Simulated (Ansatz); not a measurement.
# Fe: the cost of one run

Program: Ansatz 0.2.0. Level of theory: DFT r²SCAN, scalar-relativistic, plane waves, PAW. These are calculated values, not measurements.

The COD entry's cell or inner coordinates are ideal or old and differ from later refinements, so a difference from it is no clean test against experiment.

## (1) Starting point

It takes space group Im-3m (No. 229, cubic). The conventional cell has a = 2.868 Å, b = 2.868 Å, c = 2.868 Å, α = 90.00°, β = 90.00°, γ = 90.00°. Fe (site symmetry m-3m) has 8 Fe at 2.48 Å as nearest neighbours.

Structure file:

```xyz
1
Lattice="-1.4341 1.4341 1.4341 1.4341 -1.4341 1.4341 1.4341 1.4341 -1.4341" Properties=species:S:1:pos:R:3 pbc="T T T"
Fe    0.0000    0.0000    0.0000
```

An earlier run at r²SCAN left this cell at 11.798 Å³/atom and 0.00 GPa (22×22×22 mesh).

## (2) Field gradients and densities at the nuclei

input.yaml

```yaml
crystal:
  lattice:
    - [-1.4341180426, 1.4341180426, 1.4341180426]
    - [1.4341180426, -1.4341180426, 1.4341180426]
    - [1.4341180426, 1.4341180426, -1.4341180426]
  atoms:
    - { symbol: Fe, position: [0.0, 0.0, 0.0], spin: 3.1 }
basis:
  ecutwfc: 500
  ecutrho_ratio: 4
kpoints:
  mp_grid: { grid: [22, 22, 22] }
hamiltonian:
  xc: r2scan
scf:
  occupations: { method: gaussian, width: 0.05 }
output:
  forces: true
  stress: true
  eigenvalues: true
  populations: true
  efg: { contact_densities: true, quadrupole_moments_barn: { Fe: 0.16 } }
magnetization:
  spin_polarized: true
checkpoint:
  read: start.run
  write: ck
  compress: false
  write_wavefunctions: false
  write_every: 100000
```

start.run is the folder with the converged state of an earlier run on this cell.

Run with:

```console
> ansatz run input.yaml --threads 1 --pin off --max-ram 2560MiB --backend cpu --events-out ev --progress --plain --runs-dir out
```

What time and memory should one allow on 1 thread of Intel Xeon Platinum 8488C (Sapphire Rapids), shared host?

About 8.9 s, with a peak of 0.52 GiB.
